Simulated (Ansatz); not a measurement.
# GeH3 with multiplicity 2: inversion of the pyramid at Ge1

How high is the barrier for the inversion of the pyramid at Ge1? Relax the two ends, then run a nudged elastic band between them. SMILES of the start: [GeH3].

Method: UKS PBE0-D4/def2-SVP, in Ansatz 0.2.0.

**1. Starting point**

Bond lengths: Ge1–H2 1.541 Å, Ge1–H3 1.541 Å, Ge1–H4 1.541 Å. Angles: H2–Ge1–H3 102.7°, H2–Ge1–H4 102.6°, H3–Ge1–H4 102.2°.

As a file:

```xyz
4

Ge    0.3078   -0.1802   -0.3544
H     0.9667    0.1248    1.0048
H    -0.8720   -1.0909    0.0374
H    -0.4026    1.1463   -0.6878
```

**2. End point A**

File input.yaml:

```yaml
crystal:
  periodic: [false, false, false]
  atoms:
    - { symbol: Ge, position_ang: [0.30784, -0.18023, -0.35438] }
    - { symbol: H, position_ang: [0.96674, 0.12484, 1.00477] }
    - { symbol: H, position_ang: [-0.87201, -1.09091, 0.03737] }
    - { symbol: H, position_ang: [-0.40257, 1.14629, -0.68776] }
magnetization:
  spin_polarized: true
  initial_magnetization: 1
basis:
  gaussian: { orbitals: def2-SVP }
hamiltonian:
  xc: pbe0
  dispersion: d4
relax:
  f_tol: 0.015
  max_steps: 40
output:
  orbitals: {}
```

Launch:

```console
$ ansatz run input.yaml --threads 1 --pin off --max-ram 2048MiB --backend cpu --events-out ev --progress --plain --runs-dir out
```

Log, shortened:

```text
Warning: RAYON_NUM_THREADS=1 ignored (pool sized by the plan → 1); use --threads N
[...]
Functional definition: PBE0
[...]
509 factors; integrals over basis functions are off by at most 2.3e-4 eV
[...]
mean field -56551.02913861 eV, -2078.2119891796 hartree, gradient 4.1e-5 eV, S^2 0.751506; 0 other end points of the search recorded, 0 dependent functions left out
[...]
reference -56551.02915941 eV, -2078.2119899440 hartree; 18, 17 occupied and 29, 30 virtual orbitals, 509 factors
relax step   1: F+E_penalty+E_count = -56551.05644126 eV  Δ(F+E_penalty+E_count) = +0.000e0 eV  max|allowed force component| = 7.065e-1 eV/Å  Δτ_max = 0.0000 Å  (23 SCF iters, accepted)
[...]
relax step   4: F+E_penalty+E_count = -56551.20009141 eV  Δ(F+E_penalty+E_count) = -2.166e-3 eV  max|allowed force component| = 2.624e-2 eV/Å  Δτ_max = 0.0081 Å  (24 SCF iters, accepted)
[...]
relax step   5: F+E_penalty+E_count = -56551.20017700 eV  Δ(F+E_penalty+E_count) = -8.559e-5 eV  max|allowed force component| = 3.096e-3 eV/Å  Δτ_max = 0.0030 Å  (20 SCF iters, accepted)
509 factors; integrals over basis functions are off by at most 2.9e-4 eV
mean field -56551.17305391 eV, -2078.2172779693 hartree, gradient 4.9e-5 eV, S^2 0.751818; 1 other end points of the search recorded, 0 dependent functions left out
[...]
reference -56551.17307485 eV, -2078.2172787390 hartree; 18, 17 occupied and 29, 30 virtual orbitals, 509 factors
Total energy: -56551.20019794 eV, -2078.2182754942 hartree
Atom 0 at     0.215765    -0.126600    -0.250767 Å, force    -0.002587     0.001527     0.003096 eV/Å
Atom 1 at     1.056255     0.109939     1.020064 Å, force     0.001134    -0.000508    -0.000816 eV/Å
Atom 2 at    -0.884334    -1.177380     0.000277 Å, force     0.000665    -0.000850    -0.001026 eV/Å
Atom 3 at    -0.387685     1.194030    -0.769574 Å, force     0.000788    -0.000169    -0.001254 eV/Å
Dipole moment:    -0.000710     0.000418     0.000830 e Å
```

Wall time 28 s (1 thread of an x86-64 CPU, shared host); peak memory 0.12 GiB.

Relaxation path:

```csv
step,energy from step 1 (eV),largest force component (eV/Å)
1,0.0000,0.7065
2,-0.0909,0.5296
3,-0.1415,0.1323
4,-0.1436,0.0262
5,-0.1437,0.0031
```

Step 1 is the start.

After: Bond lengths: Ge1–H2 1.542 Å, Ge1–H3 1.542 Å, Ge1–H4 1.542 Å. Angles: H2–Ge1–H3 111.1°, H2–Ge1–H4 111.1°, H3–Ge1–H4 111.1°.

**3. Relaxing end B**

The second end starts from a geometry with the move made by hand.

File input.yaml:

```yaml
crystal:
  periodic: [false, false, false]
  atoms:
    - { symbol: Ge, position_ang: [0.30784, -0.18023, -0.35438] }
    - { symbol: H, position_ang: [1.79, 0.16246, -0.59985] }
    - { symbol: H, position_ang: [-0.0451, -1.05312, -1.57436] }
    - { symbol: H, position_ang: [-0.40257, 1.14629, -0.68776] }
magnetization:
  spin_polarized: true
  initial_magnetization: 1
basis:
  gaussian: { orbitals: def2-SVP }
hamiltonian:
  xc: pbe0
  dispersion: d4
relax:
  f_tol: 0.015
  max_steps: 40
```

Launch:

```console
$ ansatz run input.yaml --threads 1 --pin off --max-ram 2048MiB --backend cpu --events-out ev --progress --plain --runs-dir out
```

Log, shortened:

```text
Warning: RAYON_NUM_THREADS=1 ignored (pool sized by the plan → 1); use --threads N
[...]
Functional definition: PBE0
[...]
509 factors; integrals over basis functions are off by at most 2.1e-4 eV
[...]
mean field -56551.02913749 eV, -2078.2119891384 hartree, gradient 4.1e-5 eV, S^2 0.751506; 0 other end points of the search recorded, 0 dependent functions left out
[...]
reference -56551.02915829 eV, -2078.2119899027 hartree; 18, 17 occupied and 29, 30 virtual orbitals, 509 factors
relax step   1: F+E_penalty+E_count = -56551.05644014 eV  Δ(F+E_penalty+E_count) = +0.000e0 eV  max|allowed force component| = 9.113e-1 eV/Å  Δτ_max = 0.0000 Å  (23 SCF iters, accepted)
[...]
relax step   4: F+E_penalty+E_count = -56551.20009141 eV  Δ(F+E_penalty+E_count) = -2.166e-3 eV  max|allowed force component| = 3.342e-2 eV/Å  Δτ_max = 0.0081 Å  (24 SCF iters, accepted)
[...]
relax step   5: F+E_penalty+E_count = -56551.20017700 eV  Δ(F+E_penalty+E_count) = -8.559e-5 eV  max|allowed force component| = 3.847e-3 eV/Å  Δτ_max = 0.0030 Å  (20 SCF iters, accepted)
509 factors; integrals over basis functions are off by at most 3.0e-4 eV
mean field -56551.17305391 eV, -2078.2172779693 hartree, gradient 4.9e-5 eV, S^2 0.751818; 1 other end points of the search recorded, 0 dependent functions left out
[...]
reference -56551.17307485 eV, -2078.2172787390 hartree; 18, 17 occupied and 29, 30 virtual orbitals, 509 factors
Total energy: -56551.20019794 eV, -2078.2182754942 hartree
Atom 0 at     0.337226    -0.121050    -0.487511 Å, force     0.000975     0.001690    -0.003847 eV/Å
Atom 1 at     1.854930     0.146436    -0.536631 Å, force     0.000009    -0.000560     0.001377 eV/Å
Atom 2 at    -0.080763    -1.140656    -1.565966 Å, force    -0.000429    -0.000900     0.001106 eV/Å
Atom 3 at    -0.461223     1.190670    -0.626242 Å, force    -0.000555    -0.000231     0.001364 eV/Å
Dipole moment:     0.000252     0.000462    -0.001044 e Å
```

It took 30 s on 1 thread of an x86-64 CPU, shared host; peak memory 0.2 GiB.

The steps of the relaxation:

```csv
step,energy from step 1 (eV),largest force component (eV/Å)
1,0.0000,0.9113
2,-0.0909,0.6144
3,-0.1415,0.1491
4,-0.1437,0.0334
5,-0.1437,0.0038
```

Step 1 is the start.

After: Bond lengths: Ge1–H2 1.542 Å, Ge1–H3 1.542 Å, Ge1–H4 1.542 Å. Angles: H2–Ge1–H3 111.1°, H2–Ge1–H4 111.1°, H3–Ge1–H4 111.1°.

**4. Nudged elastic band**

crystal.atoms is end A as relaxed above, and neb.final_atoms is end B, turned to lie on A. With 7 inner images the band has 9 in all.

File input.yaml:

```yaml
crystal:
  periodic: [false, false, false]
  atoms:
    - { symbol: Ge, position_ang: [0.215765, -0.1266, -0.250767] }
    - { symbol: H, position_ang: [1.056255, 0.109939, 1.020064] }
    - { symbol: H, position_ang: [-0.884334, -1.17738, 0.000277] }
    - { symbol: H, position_ang: [-0.387685, 1.19403, -0.769574] }
magnetization:
  spin_polarized: true
  initial_magnetization: 1
basis:
  gaussian: { orbitals: def2-SVP }
hamiltonian:
  xc: pbe0
  dispersion: d4
neb:
  order_check: false
  images: 7
  f_tol: 0.05
  max_iterations: 60
  initial_path: idpp
  final_atoms:
    - { symbol: Ge, position_ang: [-0.2157565, 0.12659321, 0.25077431] }
    - { symbol: H, position_ang: [1.20009716, 0.02554064, 0.85288205] }
    - { symbol: H, position_ang: [-0.74049417, -1.26177716, -0.16690316] }
    - { symbol: H, position_ang: [-0.24384549, 1.10963232, -0.9367532] }
```

Launch:

```console
$ ansatz run input.yaml --threads 1 --pin off --max-ram 2048MiB --backend cpu --events-out ev --progress --plain --runs-dir out
```

Log, shortened:

```text
Warning: RAYON_NUM_THREADS=1 ignored (pool sized by the plan → 1); use --threads N
[...]
Functional definition: PBE0
[...]
512 factors; integrals over basis functions are off by at most 1.2e-4 eV
[...]
mean field -56551.17305408 eV, -2078.2172779757 hartree, gradient 8.1e-5 eV, S^2 0.751818; 0 other end points of the search recorded, 0 dependent functions left out
[...]
reference -56551.17307503 eV, -2078.2172787455 hartree; 18, 17 occupied and 29, 30 virtual orbitals, 512 factors
512 factors; integrals over basis functions are off by at most 1.1e-4 eV
[...]
mean field -56551.17305396 eV, -2078.2172779711 hartree, gradient 8.1e-5 eV, S^2 0.751818; 0 other end points of the search recorded, 0 dependent functions left out
[...]
reference -56551.17307490 eV, -2078.2172787409 hartree; 18, 17 occupied and 29, 30 virtual orbitals, 512 factors
[...]
reference -56551.14453041 eV, -2078.2162297502 hartree; 18, 17 occupied and 29, 30 virtual orbitals, 512 factors
NEB iter   1: max|band force component| = 5.204e-2 eV/Å  barrier→ = 0.2107 eV  barrier← = 0.2107 eV  CI = image 4  Δτ_max = 0.0031 Å  (207 SCF iters)
[...]
NEB iter   2: max|band force component| = 7.552e-3 eV/Å  barrier→ = 0.2104 eV  barrier← = 0.2104 eV  CI = image 4  Δτ_max = 0.0000 Å  (323 SCF iters)
Total energy: -56550.98978972 eV, -2078.2105431346 hartree
Atom 0 at     0.000004    -0.000002     0.000003 Å, force     0.000007     0.000000     0.000006 eV/Å
Atom 1 at     1.168412     0.070152     0.969868 Å, force     0.006780     0.000407     0.005628 eV/Å
Atom 2 at    -0.841387    -1.263072    -0.086282 Å, force    -0.004888    -0.007339    -0.000500 eV/Å
Atom 3 at    -0.327029     1.192911    -0.883589 Å, force    -0.001899     0.006932    -0.005133 eV/Å
Dipole moment:     0.000003     0.000000     0.000003 e Å
this run last wrote the band of iteration 2 to <dir>
```

Run time: 1.7 min. Hardware: 1 thread of an x86-64 CPU, shared host; peak memory 0.2 GiB.

**5. The band, image by image**

Images 0 and 8 are the ends. Energies count from image 0; the path length is the program's own measure over all atoms.

| image | path (Å) | energy (eV) | sum of angles at Ge1 (°) | band force (eV/Å) |
| --- | --- | --- | --- | --- |
| 0 | 0.000 | 0.0000 | 333.2 | - |
| 1 | 0.106 | 0.0291 | 343.9 | 0.007 |
| 2 | 0.212 | 0.1018 | 352.5 | 0.005 |
| 3 | 0.318 | 0.1779 | 358.1 | 0.007 |
| 4* | 0.424 | 0.2104 | 360.0 | 0.007 |
| 5 | 0.530 | 0.1779 | 358.1 | 0.007 |
| 6 | 0.636 | 0.1018 | 352.5 | 0.005 |
| 7 | 0.742 | 0.0291 | 343.9 | 0.008 |
| 8 | 0.848 | 0.0000 | 333.2 | - |

The star marks the climbing image.

image, energy (eV) and a bar:
```
        0      0.000 
        1      0.029 ####
        2      0.102 ###############
        3      0.178 #########################
        4      0.210 ##############################
        5      0.178 #########################
        6      0.102 ###############
        7      0.029 ####
        8      0.000
```

The band as a trajectory file:

```xyz
4
image=0 dE=0.0000
Ge    0.216   -0.127   -0.251
H     1.056    0.110    1.020
H    -0.884   -1.177    0.000
H    -0.388    1.194   -0.770
4
image=1 dE=0.0291
Ge    0.166   -0.097   -0.192
H     1.093    0.101    1.018
H    -0.882   -1.209   -0.021
H    -0.377    1.205   -0.804
4
image=2 dE=0.1018
Ge    0.112   -0.065   -0.130
H     1.123    0.091    1.007
H    -0.873   -1.233   -0.042
H    -0.362    1.207   -0.834
4
image=3 dE=0.1779
Ge    0.056   -0.033   -0.065
H     1.148    0.081    0.990
H    -0.859   -1.250   -0.064
H    -0.345    1.202   -0.860
4
image=4 dE=0.2104
Ge    0.000    0.000    0.000
H     1.168    0.070    0.970
H    -0.841   -1.263   -0.086
H    -0.327    1.193   -0.884
4
image=5 dE=0.1779
Ge   -0.056    0.033    0.065
H     1.185    0.059    0.947
H    -0.821   -1.272   -0.108
H    -0.308    1.180   -0.904
4
image=6 dE=0.1018
Ge   -0.112    0.065    0.130
H     1.198    0.048    0.920
H    -0.799   -1.276   -0.129
H    -0.288    1.163   -0.921
4
image=7 dE=0.0291
Ge   -0.166    0.097    0.192
H     1.204    0.037    0.889
H    -0.772   -1.274   -0.149
H    -0.266    1.140   -0.933
4
image=8 dE=0.0000
Ge   -0.216    0.127    0.251
H     1.200    0.026    0.853
H    -0.740   -1.262   -0.167
H    -0.244    1.110   -0.937
```

**6. Vibrations at the top**

The geometry is the highest inner image of the first converged band.

File input.yaml:

```yaml
crystal:
  periodic: [false, false, false]
  atoms:
    - { symbol: Ge, position_ang: [4.0e-06, -2.0e-06, 3.0e-06] }
    - { symbol: H, position_ang: [1.168412, 0.070152, 0.969868] }
    - { symbol: H, position_ang: [-0.841387, -1.263072, -0.086282] }
    - { symbol: H, position_ang: [-0.327029, 1.192911, -0.883589] }
magnetization:
  spin_polarized: true
  initial_magnetization: 1
basis:
  gaussian: { orbitals: def2-SVP }
hamiltonian:
  xc: pbe0
  dispersion: d4
phonons: {}
```

Launch:

```console
$ ansatz run input.yaml --threads 1 --pin off --max-ram 2048MiB --backend cpu --events-out ev --progress --plain --runs-dir out
```

Log, shortened:

```text
Warning: RAYON_NUM_THREADS=1 ignored (pool sized by the plan → 1); use --threads N
[...]
Functional definition: PBE0
[...]
509 factors; integrals over basis functions are off by at most 3.7e-4 eV
[...]
mean field -56550.96283539 eV, -2078.2095525813 hartree, gradient 6.8e-5 eV, S^2 0.755173; 0 other end points of the search recorded, 0 dependent functions left out
[...]
reference -56550.96285649 eV, -2078.2095533565 hartree; 18, 17 occupied and 29, 30 virtual orbitals, 509 factors
[...]
509 factors; integrals over basis functions are off by at most 3.7e-4 eV
[...]
mean field -56550.96277855 eV, -2078.2095504923 hartree, gradient 4.8e-7 eV, S^2 0.755173; 0 other end points of the search recorded, 0 dependent functions left out
[...]
reference -56550.96279965 eV, -2078.2095512677 hartree; 18, 17 occupied and 29, 30 virtual orbitals, 509 factors
[...]
509 factors; integrals over basis functions are off by at most 3.7e-4 eV
[...]
509 factors; integrals over basis functions are off by at most 3.7e-4 eV
mean field -56550.96282707 eV, -2078.2095522755 hartree, gradient 1.5e-6 eV, S^2 0.755178; 0 other end points of the search recorded, 0 dependent functions left out
[...]
reference -56550.96284817 eV, -2078.2095530507 hartree; 18, 17 occupied and 29, 30 virtual orbitals, 509 factors
WARN: phonons: modes at or below zero, which the zero-point energy, F, S and C_V leave out: 1, the lowest at -655.05 cm⁻¹. A minimum has none, and a first-order saddle one
Total energy: -56550.98978988 eV, -2078.2105431404 hartree
Atom 0 at     0.000004    -0.000002     0.000003 Å, force     0.000004     0.000000     0.000003 eV/Å
Atom 1 at     1.168412     0.070152     0.969868 Å, force     0.006788     0.000408     0.005635 eV/Å
Atom 2 at    -0.841387    -1.263072    -0.086282 Å, force    -0.004891    -0.007342    -0.000501 eV/Å
Atom 3 at    -0.327029     1.192911    -0.883589 Å, force    -0.001901     0.006934    -0.005136 eV/Å
Dipole moment:     0.000006     0.000000     0.000005 e Å
Vibrations: -655.05 834.47 834.53 2220.03 2255.46 2255.49 cm⁻¹, zero-point energy 0.520733 eV
```

Run time: 28 s. Hardware: 1 thread of an x86-64 CPU, shared host; peak memory 0.2 GiB.

Of 6 modes, 1 is imaginary by more than 30 cm⁻¹ (655i cm⁻¹).

**7. Results**

| quantity | value |
| --- | --- |
| end A | 4 moves, 0.144 eV lower |
| end B | 4 moves, 0.144 eV lower |
| barrier forwards | 0.210 eV |
| barrier backwards | 0.210 eV |
| second end relative to first | 0.000 eV |
| highest image | 4 of 0 to 8, climbing |
| band iterations | 2 |
| imaginary modes at the top | 655i cm⁻¹ |

What this shows: The top lies 0.21 eV above the first end, or 8 kT at room temperature, which at an assumed attempt frequency of 10^13 s⁻¹ means a rate near 10^9 s⁻¹. The ends differ by 1 meV at most. One imaginary mode, as a first-order saddle point has. These are electronic energies, with no zero-point or thermal terms.
